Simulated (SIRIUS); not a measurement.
# GaGe3 (Fm-3m) in SIRIUS: reference runs, part 5 of 5

SIRIUS 7.12.0. Earlier steps stand in the parts before.

## (10) Single point, PBEsol (atoms moved at random)

Contents of sirius.json:

```json
{
  "control": {
    "processing_unit": "cpu",
    "std_evp_solver_name": "lapack",
    "gen_evp_solver_name": "lapack",
    "verbosity": 2,
    "print_forces": true,
    "ortho_rf": true,
    "use_second_variation": true,
    "rmt_max": 3.0,
    "num_bands_to_print": 24,
    "save_wf": true
  },
  "parameters": {
    "electronic_structure_method": "full_potential_lapwlo",
    "xc_functionals": ["XC_GGA_X_PBE_SOL", "XC_GGA_C_PBE_SOL"],
    "core_relativity": "dirac",
    "valence_relativity": "iora",
    "num_fv_states": 53,
    "smearing": "fermi_dirac",
    "smearing_width": 0.0018374661,
    "pw_cutoff": 20,
    "gk_cutoff": 3.5,
    "lmax_apw": 10,
    "lmax_rho": 8,
    "lmax_pot": 8,
    "num_mag_dims": 0,
    "auto_rmt": 0,
    "ngridk": [7, 7, 7],
    "shiftk": [0, 0, 0],
    "num_dft_iter": 80,
    "energy_tol": 1e-07,
    "density_tol": 1e-05,
    "use_symmetry": true
  },
  "settings": {"tol_ne": 1e-10},
  "iterative_solver": {"type": "exact"},
  "mixer": {"type": "anderson", "beta": 0.5, "max_history": 8},
  "unit_cell": {
    "lattice_vectors": [[0.0, 6.4008179684, 6.4008179684], [6.4008179684, 0.0, 6.4008179684], [6.4008179684, 6.4008179684, 0.0]],
    "atom_types": ["Ga", "Ge"],
    "atom_files": {"Ga": "Ga.json", "Ge": "Ge.json"},
    "atoms": {
      "Ga": [[0.009828, -0.017682, 0.010665]],
      "Ge": [[0.507338, 0.501162, 0.494646], [0.759453, 0.751759, 0.746176], [0.249069, 0.255079, 0.251983]]
    }
  }
}
```

Contents of Ga.json:

```json
{
  "name": "gallium",
  "symbol": "Ga",
  "number": 31,
  "mass": 69.723,
  "rmin": 1e-06,
  "rmt": 2.4,
  "nrmt": 800,
  "rinf": 19.67,
  "core": "1s2s2p",
  "valence": [
    {"basis": [{"enu": 0.03, "dme": 0, "n": 0, "auto": 0}, {"enu": 0.03, "dme": 1, "n": 0, "auto": 0}]},
    {"l": 0, "n": 1, "basis": [{"enu": 0.0621, "dme": 0, "n": 0, "auto": 0}]},
    {"l": 1, "n": 2, "basis": [{"enu": 0.13, "dme": 0, "n": 0, "auto": 0}]},
    {"l": 2, "n": 3, "basis": [{"enu": 0.13, "dme": 0, "n": 0, "auto": 0}]},
    {"l": 3, "n": 4, "basis": [{"enu": 0.13, "dme": 0, "n": 0, "auto": 0}]}
  ],
  "lo": [
    {
      "l": 0,
      "basis": [{"enu": 0.0621, "dme": 0, "n": 0, "auto": 0}, {"enu": 0.0621, "dme": 1, "n": 0, "auto": 0}]
    },
    {
      "l": 0,
      "basis": [{"enu": -5.1743, "dme": 0, "n": 3, "auto": 1}, {"enu": -5.1743, "dme": 1, "n": 3, "auto": 1}]
    },
    {
      "l": 0,
      "basis": [{"enu": -5.1743, "dme": 1, "n": 3, "auto": 1}, {"enu": 0.0621, "dme": 0, "n": 0, "auto": 0}]
    },
    {
      "l": 0,
      "basis": [{"enu": 0.0621, "dme": 0, "n": 0, "auto": 0}, {"enu": 2.8398, "dme": 0, "n": 0, "auto": 0}]
    },
    {"l": 1, "basis": [{"enu": 0.13, "dme": 0, "n": 0, "auto": 0}, {"enu": 0.13, "dme": 1, "n": 0, "auto": 0}]},
    {
      "l": 1,
      "basis": [{"enu": -3.3908, "dme": 0, "n": 3, "auto": 1}, {"enu": -3.3908, "dme": 1, "n": 3, "auto": 1}]
    },
    {
      "l": 1,
      "basis": [{"enu": -3.3908, "dme": 1, "n": 3, "auto": 1}, {"enu": 0.13, "dme": 0, "n": 0, "auto": 0}]
    },
    {"l": 1, "basis": [{"enu": 0.13, "dme": 0, "n": 0, "auto": 0}, {"enu": 3.3244, "dme": 0, "n": 0, "auto": 0}]},
    {"l": 2, "basis": [{"enu": 0.13, "dme": 0, "n": 0, "auto": 0}, {"enu": 0.13, "dme": 1, "n": 0, "auto": 0}]},
    {
      "l": 2,
      "basis": [{"enu": -0.4841, "dme": 0, "n": 3, "auto": 1}, {"enu": -0.4841, "dme": 1, "n": 3, "auto": 1}]
    },
    {
      "l": 2,
      "basis": [{"enu": -0.4841, "dme": 1, "n": 3, "auto": 1}, {"enu": 0.13, "dme": 0, "n": 0, "auto": 0}]
    },
    {"l": 2, "basis": [{"enu": 0.13, "dme": 0, "n": 0, "auto": 0}, {"enu": 3.7411, "dme": 0, "n": 0, "auto": 0}]},
    {"l": 3, "basis": [{"enu": 0.13, "dme": 0, "n": 0, "auto": 0}, {"enu": 0.13, "dme": 1, "n": 0, "auto": 0}]},
    {"l": 3, "basis": [{"enu": 0.13, "dme": 0, "n": 0, "auto": 0}, {"enu": 3.1508, "dme": 0, "n": 0, "auto": 0}]}
  ],
  "free_atom": [... radial grid and density of the free atom, the start of the SCF ...]
}
```

Contents of Ge.json:

```json
{
  "name": "germanium",
  "symbol": "Ge",
  "number": 32,
  "mass": 72.64,
  "rmin": 1e-06,
  "rmt": 2.4,
  "nrmt": 800,
  "rinf": 16.93,
  "core": "1s2s2p",
  "valence": [
    {"basis": [{"enu": 0.03, "dme": 0, "n": 0, "auto": 0}, {"enu": 0.03, "dme": 1, "n": 0, "auto": 0}]},
    {"l": 0, "n": 1, "basis": [{"enu": 0.0353, "dme": 0, "n": 0, "auto": 0}]},
    {"l": 1, "n": 2, "basis": [{"enu": 0.13, "dme": 0, "n": 0, "auto": 0}]},
    {"l": 2, "n": 3, "basis": [{"enu": 0.13, "dme": 0, "n": 0, "auto": 0}]},
    {"l": 3, "n": 4, "basis": [{"enu": 0.13, "dme": 0, "n": 0, "auto": 0}]}
  ],
  "lo": [
    {
      "l": 0,
      "basis": [{"enu": 0.0353, "dme": 0, "n": 0, "auto": 0}, {"enu": 0.0353, "dme": 1, "n": 0, "auto": 0}]
    },
    {
      "l": 0,
      "basis": [{"enu": 0.0353, "dme": 1, "n": 0, "auto": 0}, {"enu": 0.0353, "dme": 2, "n": 0, "auto": 0}]
    },
    {
      "l": 0,
      "basis": [{"enu": -5.8705, "dme": 0, "n": 3, "auto": 1}, {"enu": -5.8705, "dme": 1, "n": 3, "auto": 1}]
    },
    {
      "l": 0,
      "basis": [{"enu": 0.0353, "dme": 0, "n": 0, "auto": 0}, {"enu": 2.1186, "dme": 0, "n": 0, "auto": 0}]
    },
    {"l": 1, "basis": [{"enu": 0.13, "dme": 0, "n": 0, "auto": 0}, {"enu": 0.13, "dme": 1, "n": 0, "auto": 0}]},
    {
      "l": 1,
      "basis": [{"enu": -3.9566, "dme": 0, "n": 3, "auto": 1}, {"enu": -3.9566, "dme": 1, "n": 3, "auto": 1}]
    },
    {
      "l": 1,
      "basis": [{"enu": -3.9566, "dme": 1, "n": 3, "auto": 1}, {"enu": 0.13, "dme": 0, "n": 0, "auto": 0}]
    },
    {"l": 1, "basis": [{"enu": 0.13, "dme": 0, "n": 0, "auto": 0}, {"enu": 3.3244, "dme": 0, "n": 0, "auto": 0}]},
    {"l": 2, "basis": [{"enu": 0.13, "dme": 0, "n": 0, "auto": 0}, {"enu": 0.13, "dme": 1, "n": 0, "auto": 0}]},
    {
      "l": 2,
      "basis": [{"enu": -0.8092, "dme": 0, "n": 3, "auto": 1}, {"enu": -0.8092, "dme": 1, "n": 3, "auto": 1}]
    },
    {
      "l": 2,
      "basis": [{"enu": -0.8092, "dme": 1, "n": 3, "auto": 1}, {"enu": 0.13, "dme": 0, "n": 0, "auto": 0}]
    },
    {"l": 2, "basis": [{"enu": 0.13, "dme": 0, "n": 0, "auto": 0}, {"enu": 3.7411, "dme": 0, "n": 0, "auto": 0}]},
    {"l": 3, "basis": [{"enu": 0.13, "dme": 0, "n": 0, "auto": 0}, {"enu": 0.13, "dme": 1, "n": 0, "auto": 0}]},
    {"l": 3, "basis": [{"enu": 0.13, "dme": 0, "n": 0, "auto": 0}, {"enu": 3.1508, "dme": 0, "n": 0, "auto": 0}]}
  ],
  "free_atom": [... radial grid and density of the free atom, the start of the SCF ...]
}
```

Contents of sirius_start.json:

```json
{
  "control": {
    "processing_unit": "cpu",
    "std_evp_solver_name": "lapack",
    "gen_evp_solver_name": "lapack",
    "verbosity": 1,
    "print_forces": false,
    "ortho_rf": true,
    "use_second_variation": true,
    "rmt_max": 3.0,
    "num_bands_to_print": 24,
    "save_wf": false
  },
  "parameters": {
    "electronic_structure_method": "full_potential_lapwlo",
    "xc_functionals": ["XC_LDA_X", "XC_LDA_C_PW"],
    "core_relativity": "dirac",
    "valence_relativity": "iora",
    "num_fv_states": 53,
    "smearing": "fermi_dirac",
    "smearing_width": 0.0055123983,
    "pw_cutoff": 20,
    "gk_cutoff": 2.8,
    "lmax_apw": 10,
    "lmax_rho": 8,
    "lmax_pot": 8,
    "num_mag_dims": 0,
    "auto_rmt": 0,
    "ngridk": [3, 3, 3],
    "shiftk": [0, 0, 0],
    "num_dft_iter": 30,
    "energy_tol": 0.01,
    "density_tol": 0.05,
    "use_symmetry": true
  },
  "settings": {"tol_ne": 1e-10},
  "iterative_solver": {"type": "exact"},
  "mixer": {"type": "anderson", "beta": 0.5, "max_history": 8},
  "unit_cell": {
    "lattice_vectors": [[0.0, 6.4008179684, 6.4008179684], [6.4008179684, 0.0, 6.4008179684], [6.4008179684, 6.4008179684, 0.0]],
    "atom_types": ["Ga", "Ge"],
    "atom_files": {"Ga": "Ga.json", "Ge": "Ge.json"},
    "atoms": {
      "Ga": [[0.009828, -0.017682, 0.010665]],
      "Ge": [[0.507338, 0.501162, 0.494646], [0.759453, 0.751759, 0.746176], [0.249069, 0.255079, 0.251983]]
    }
  }
}
```

Potentials or basis: all-electron FP-LAPW, apw+lo standard.

Command:

```console
OMP_NUM_THREADS=1 sirius.scf --input=sirius_start.json --output=start.json
OMP_NUM_THREADS=1 sirius.scf --input=sirius.json --output=output.json --task=1
```

Log:

```text
[info] SIRIUS version : 7.12.0
[info] number of MPI ranks           : 1
[info] MPI grid                      : 1 1
[info] maximum number of OMP threads : 1
[fft] FFT context for density and potential
[fft] =====================================
[fft]   plane wave cutoff                     : 20
[fft]   grid size                             : 60 60 60   total : 216000
[fft]   grid limits                           : -29 30   -29 30   -29 30
[fft]   number of G-vectors within the cutoff : 70913
[fft]   number of G-shells                    : 1807
[fft] FFT context for coarse grid
[fft] =====================================
[fft]   plane wave cutoff                     : 7
[fft]   grid size                             : 24 24 24   total : 13824
[fft]   grid limits                           : -11 12   -11 12   -11 12
[fft]   number of G-vectors within the cutoff : 3071
[fft]   number of G-shells                    : 109
[unit cell] lattice vectors
[unit cell]   a1 :       0.0000000000      6.4008179684      6.4008179684
[unit cell]   a2 :       6.4008179684      0.0000000000      6.4008179684
[unit cell]   a3 :       6.4008179684      6.4008179684      0.0000000000
[unit cell] reciprocal lattice vectors
[unit cell]   b1 :      -0.4908111228      0.4908111228      0.4908111228
[unit cell]   b2 :       0.4908111228     -0.4908111228      0.4908111228
[unit cell]   b3 :       0.4908111228      0.4908111228     -0.4908111228
[unit cell] unit cell volume :       524.48904961 [a.u.^3]
[unit cell] 1/sqrt(omega)    :         0.04366483
[unit cell] MT volume        :       231.62334316 (44.16%)
[unit cell] IT volume        :       292.86570644 (55.84%)
[unit cell] number of atom types : 2
[unit cell] type id : 0 symbol : Ga mt_radius :   2.400000 num_atoms : 1
[unit cell] type id : 1 symbol : Ge mt_radius :   2.400000 num_atoms : 3
[unit cell] total number of atoms : 4
[unit cell] number of symmetry classes : 4
[unit cell] atom id  type id  class id             position                      vector_field
[... 576 lines left out ...]
[generate_core_charge_density]   n,l,k : 2 1 1  energy :         -40.64358386
[generate_core_charge_density]   n,l,k : 2 1 2  energy :         -39.62841155
[generate_core_charge_density] atom class : 1
[generate_core_charge_density]   n,l,k : 1 0 1  energy :        -401.99518726
[generate_core_charge_density]   n,l,k : 2 0 1  energy :         -49.96022946
[generate_core_charge_density]   n,l,k : 2 1 1  energy :         -44.40979927
[generate_core_charge_density]   n,l,k : 2 1 2  energy :         -43.23968842
[generate_core_charge_density] atom class : 2
[generate_core_charge_density]   n,l,k : 1 0 1  energy :        -401.99729859
[... 35 lines left out ...]
[find] valence_eval_sum               :    -156.29236463
[find] core_eval_sum                  :   -4578.96626849
[find] kinetic energy                 :    8401.77056913
[find] enuc                           :   -9962.31929658
[find] <rho|V^{XC}>                   :    -404.85772617
[find] <rho|E^{XC}>                   :    -308.66615819
[find] <mag|B^{XC}>                   :       0.00000000
[find] <rho|V^{H}>                    :  -12732.17147608
[find] smearing (-TS)                 :      -0.00035800
[find] SCF correction                 :       0.00000097
[find] Total energy                   :   -8235.30062271 (Ha),  -16470.60124543 (Ry)
[find] Free energy (E-TS)             :   -8235.30098071 (Ha),  -16470.60196142 (Ry)
[find] band gap (eV)                  :       0.00000000
[find] Efermi                         :       0.22436825
[find] iteration : 8, RMS (target) : 1.0880e-06 (1.0000e-05) , energy difference (target) : 4.1406e-08 (1.0000e-07)
[find] converged after 9 SCF iterations!
[find] Charges and magnetic moments
[find] --------------------------------------------------------------------------------
[find] atom      charge    core leakage
[find] --------------------------------------------------------------------------------
[find]    0   29.552446    0.000000e+00
[find]    1   30.353186    0.000000e+00
[find]    2   30.349885    0.000000e+00
[find]    3   30.350371    0.000000e+00
[find] total core leakage    : 0.00000000e+00
[find] interstitial charge   : 6.394110
[find] total charge          : 126.999998
[find] Energy
[find] --------------------------------------------------------------------------------
[find] valence_eval_sum               :    -156.29236463
[find] core_eval_sum                  :   -4578.96626849
[find] kinetic energy                 :    8401.77056913
[find] enuc                           :   -9962.31929658
[find] <rho|V^{XC}>                   :    -404.85772617
[find] <rho|E^{XC}>                   :    -308.66615819
[find] <mag|B^{XC}>                   :       0.00000000
[find] <rho|V^{H}>                    :  -12732.17147608
[find] smearing (-TS)                 :      -0.00035800
[find] SCF correction                 :       0.00000097
[find] Total energy                   :   -8235.30062271 (Ha),  -16470.60124543 (Ry)
[find] Free energy (E-TS)             :   -8235.30098071 (Ha),  -16470.60196142 (Ry)
[find] band gap (eV)                  :       0.00000000
[find] Efermi                         :       0.22436825
[ground_state]
[ground_state] ==== total Forces in Ha/bohr =====
[ground_state] atom:    0, force:       0.0008985     -0.0021136      0.0020134
[ground_state] atom:    1, force:       0.0003794      0.0005452     -0.0005058
[ground_state] atom:    2, force:       0.0001640      0.0003502     -0.0010523
[ground_state] atom:    3, force:      -0.0014387      0.0012101     -0.0004482
[ground_state] ==== contribution from density =====
[ground_state] atom:    0, force:       0.0079124     -0.0138578      0.0133898
[ground_state] atom:    1, force:      -0.0007628      0.0014460     -0.0014886
[ground_state] atom:    2, force:       0.0003233      0.0011106     -0.0003020
[ground_state] atom:    3, force:      -0.0010217      0.0016792     -0.0023989
[ground_state] ==== contribution from Hartree potential =====
[ground_state] atom:    0, force:      -0.0037096      0.0049564     -0.0050338
[ground_state] atom:    1, force:       0.0038359      0.0005470     -0.0002703
[ground_state] atom:    2, force:      -0.0004988      0.0007858     -0.0050825
[ground_state] atom:    3, force:      -0.0063308      0.0039258      0.0006514
[ground_state] ==== contribution from IBS =====
[ground_state] atom:    0, force:      -0.0033043      0.0067878     -0.0063427
[ground_state] atom:    1, force:      -0.0026938     -0.0014478      0.0012531
[ground_state] atom:    2, force:       0.0003394     -0.0015462      0.0043321
[ground_state] atom:    3, force:       0.0059138     -0.0043949      0.0012992
```

Wall time 17 min (1 thread of Arm Neoverse V1, shared host); peak memory 1.7 GiB.

Results:

- Free energy: -224093.9558 eV
- Largest force: 0.157 eV/Å
- Band gap on the k mesh: none (metal or under the smearing width)
- All electrons inside the program's atomic spheres: Ge 30.35; Ga 29.55 (radii Ga 2.4, Ge 2.4 bohr)

Forces on the atoms (eV/Å):
```
Ge   0.020  0.028 -0.026
Ge   0.008  0.018 -0.054
Ge  -0.074  0.062 -0.023
Ga   0.046 -0.109  0.104
```

Levels at points of the mesh, in eV from the Fermi level:
| k point | band 39 | band 40 | band 41 | band 42 | band 43 | band 44 | band 45 | band 46 | band 47 | band 48 |
| --- | --- | --- | --- | --- | --- | --- | --- | --- | --- | --- |
| (0.00, 0.00, 0.00) | -4.59 | -1.58 | -1.55 | -1.54 | -1.29 | -1.25 | -1.21 | -1.08 | 0.27 | 0.30 |

## (11) The runs side by side

```csv
task,cell,reference energy of the basis,start of the SCF,gap on the mesh (eV)
single point,as given,0.23 Ha,LDA density,none
equation of state,as given,-,-,-
single point,atoms moved at random,0.23 Ha,LDA density,none
```

Alike in all rows: level PBEsol; potentials or basis all-electron FP-LAPW, apw+lo standard; no spin polarisation; k mesh 7 × 7 × 7; cutoff (eV) 167; smearing fermi-dirac 0.05 eV.

Compare energies only between runs with the same functional and basis.
